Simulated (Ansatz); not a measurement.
# C₃H₈AlCl: small, medium and large basis sets

How large a basis does C₃H₈AlCl need? Two functionals are run in growing sets.

Method: one geometry, several basis sets; program: Ansatz 0.2.0, Gaussian basis.

Plan: PBE0-D4/def2-SVP; ωB97M-V/def2-SVP; PBE0-D4/def2-QZVPP; ωB97M-V/def2-QZVPP; the functionals' def2-TZVPP values are taken from earlier runs.

### Step 1. The relaxed structure

An earlier PBE0-D4 in a triple-zeta def2 set relaxation fixed the geometry.

SMILES `C[CH2][Al]([CH3])[Cl]`, 13 atoms, charge 0, spin multiplicity 1.

Atoms are counted from 1 here; the program's logs count them from 0.

Bond lengths: C1–C2 1.529 Å, C1–H6 1.094 Å, C1–H7 1.094 Å, C1–H8 1.094 Å, C2–Al3 1.952 Å, C2–H9 1.098 Å, C2–H10 1.097 Å, Al3–C4 1.944 Å, Al3–Cl5 2.114 Å, C4–H11 1.092 Å, C4–H12 1.095 Å, C4–H13 1.095 Å. Angles: C2–C1–H6 112.0°, C2–C1–H7 111.8°, C2–C1–H8 111.8°, H6–C1–H7 107.1°, H6–C1–H8 107.1°, H7–C1–H8 106.7°, C1–C2–Al3 115.6°, C1–C2–H9 110.5°, C1–C2–H10 110.5°, Al3–C2–H9 107.6°, Al3–C2–H10 107.6°, H9–C2–H10 104.3°, C2–Al3–C4 125.2°, C2–Al3–Cl5 116.7°, C4–Al3–Cl5 118.2°, Al3–C4–H11 112.4°, Al3–C4–H12 110.7°, Al3–C4–H13 110.9° and more.

### Step 2. PBE0-D4 in def2-SVP

Contents of in.yaml:

```yaml
crystal:
  periodic: [false, false, false]
  atoms:
    - {symbol: C, position_ang: [-1.261943, 0.911531, 0.930827]}
    - {symbol: C, position_ang: [-0.328326, 1.302011, -0.214827]}
    - {symbol: Al, position_ang: [0.857207, -0.109837, -0.854940]}
    - {symbol: C, position_ang: [0.933182, -1.916293, -0.142011]}
    - {symbol: Cl, position_ang: [2.149620, 0.388398, -2.452319]}
    - {symbol: H, position_ang: [-1.898341, 1.744522, 1.243783]}
    - {symbol: H, position_ang: [-0.706496, 0.582762, 1.813547]}
    - {symbol: H, position_ang: [-1.925265, 0.088170, 0.651718]}
    - {symbol: H, position_ang: [0.297945, 2.156017, 0.073423]}
    - {symbol: H, position_ang: [-0.905105, 1.666883, -1.074260]}
    - {symbol: H, position_ang: [1.696336, -2.525109, -0.630378]}
    - {symbol: H, position_ang: [-0.031342, -2.420924, -0.262536]}
    - {symbol: H, position_ang: [1.143126, -1.902932, 0.932575]}
basis:
  gaussian: {orbitals: def2-SVP}
hamiltonian: {xc: pbe0, dispersion: d4}
output: {orbitals: {seedname: orbitals}}
```

Run with:

```bash
ansatz run in.yaml --threads 4 --pin off --events-out ev --progress --plain --max-ram 10444MiB
```

The runs that follow: ωB97M-V in def2-SVP; PBE0-D4 in def2-QZVPP; ωB97M-V in def2-QZVPP.

Before running them: what should the planned runs give, taken together? Wanted: PBE0-D4: double and triple zeta above quadruple; ωB97M-V: double and triple zeta above quadruple.

The runs gave:

| quantity | value |
| --- | --- |
| PBE0-D4: double and triple zeta above quadruple | 10.94, 0.77 eV |
| ωB97M-V: double and triple zeta above quadruple | 11.10, 0.74 eV |

For PBE0-D4 the step from double to triple zeta gains 10.18 eV and the next only 0.77 eV. Total energies overstate the basis error of differences, where much of it tends to cancel.
